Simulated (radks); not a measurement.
**Pr²⁹⁺ in [Ne] 3s2 3p5 3d10 4s2 4p1: an all-electron calculation**

An exercise on one series of results from a longer session: the logs are not shown, and one member is left open.

The numbers are computed with radks (a radial shooting solver on a logarithmic mesh, Libxc functionals) version 1 (scalar-relativistic Kohn-Sham, PBE, spin-polarised, spherical densities, point nucleus; open shells are filled with parallel spins first), except any that are marked as measured or tabulated.

## Starting point

| Quantity | Value |
| --- | --- |
| element | praseodymium (Z = 59) |
| charge | +29 |
| electrons | 30 |
| configuration | [Ne] 3s2 3p5 3d10 4s2 4p1 |

Outer shells as boxes (Hund's rule):

Pr²⁹⁺
```
[Ne] core
3s [↑↓]
3p [↑↓][↑↓][↑ ]
3d [↑↓][↑↓][↑↓][↑↓][↑↓]
4s [↑↓]
4p [↑ ][  ][  ]
```

The first run:

Settings of this run:

```text
Z 59
configuration [Ne] 3s2 3p5 3d10 4s2 4p1
relativity scalar-relativistic
functional pbe,pbe
spin polarised
nucleus point
c 137.035999084
```

The run is started by

```
$ python run_ks.py task.json out
```

All runs below come from this command, one after another.

Among the steps run: Self-consistent calculation.

One table of the session follows, with a row left open; its other results are not shown here.

It belongs to the step «Orbitals and density». Sizes of the orbitals, from the radial functions (bohr):

```
  level      <r>  outermost maximum (interpolated)  90 % within  nodes
  1s up  0.02409                            0.0154       0.0435      0
1s down  0.02409                            0.0154       0.0434      0
  2s up   0.1028                            0.0871        0.159      1
2s down   0.1028                            0.0871        0.159      1
  2p up  0.09028                            0.0701        0.147      0
2p down  0.09029                            0.0702        0.147      0
  3s up   0.2671                             0.246        0.390      2
3s down        ?                                 ?            ?      ?
  3p up   0.2638                             0.240        0.393      1
3p down   0.2638                             0.240        0.393      1
  3d up   0.2391                             0.196        0.371      0
3d down   0.2390                             0.196        0.371      0
  4s up   0.5453                             0.535        0.770      3
4s down   0.5457                             0.534        0.771      3
  4p up   0.5571                             0.546        0.793      2
4p down   0.5577                             0.546        0.795      2
```

Q: Estimate the row for 3s down from the others.

The run gave: <r>: 0.2671; outermost maximum (interpolated): 0.246; 90 % within: 0.391; nodes: 2.
